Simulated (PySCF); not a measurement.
# CH8GeSSi: the cost of one run

The runs use PySCF 2.14.0, with density-fitted response routines of our own; the level of theory stands in each step. All values are computed, except where a source is named. Atoms are numbered from 0 throughout.

**1. The starting structure**

12 atoms, charge 0, multiplicity 1; geometry from: PBE0-D3(BJ)/def2-SVP.

Bonds of the start (Å): C0–Si1 1.87, Si1–S2 2.16, S2–Ge3 2.23, C0–H4 1.10, C0–H5 1.10, C0–H6 1.10, Si1–H7 1.50, Si1–H8 1.49, Ge3–H9 1.53, Ge3–H10 1.54, Ge3–H11 1.54.

**2. Core holes by ΔSCF: SCAN, X2C**

Job settings and geometry (Å):

```
{"job": {"kind": "xps"}, "charge": 0, "multiplicity": 1}
C     -1.745484     0.447113     0.111392
Si    -0.784620    -1.057074    -0.460995
S      0.996453    -0.543672    -1.560685
Ge     2.143109     0.489866     0.050521
H     -1.176708     1.032140     0.849843
H     -2.689882     0.130872     0.582970
H     -1.981855     1.102577    -0.740116
H     -0.420560    -1.903564     0.718074
H     -1.593451    -1.868716    -1.417037
H      3.545191     0.725856    -0.525612
H      1.482234     1.833107     0.411309
H      2.202510    -0.407602     1.300186
```

With the program's defaults for keys left out, this is: delta-SCF UKS SCAN, pcX-2 on the ionised atom, pcseg-1 elsewhere, spin-free X2C.

The run is started by

```
$ OMP_NUM_THREADS=1 python probes_run.py task.json out
```

One launch serves the whole session: the jobs run in the order shown.

Q: Estimate the wall time and peak memory of this first job on 1 thread of Arm Neoverse V1, shared host.

About 30 s, with a peak of 0.5 GiB.
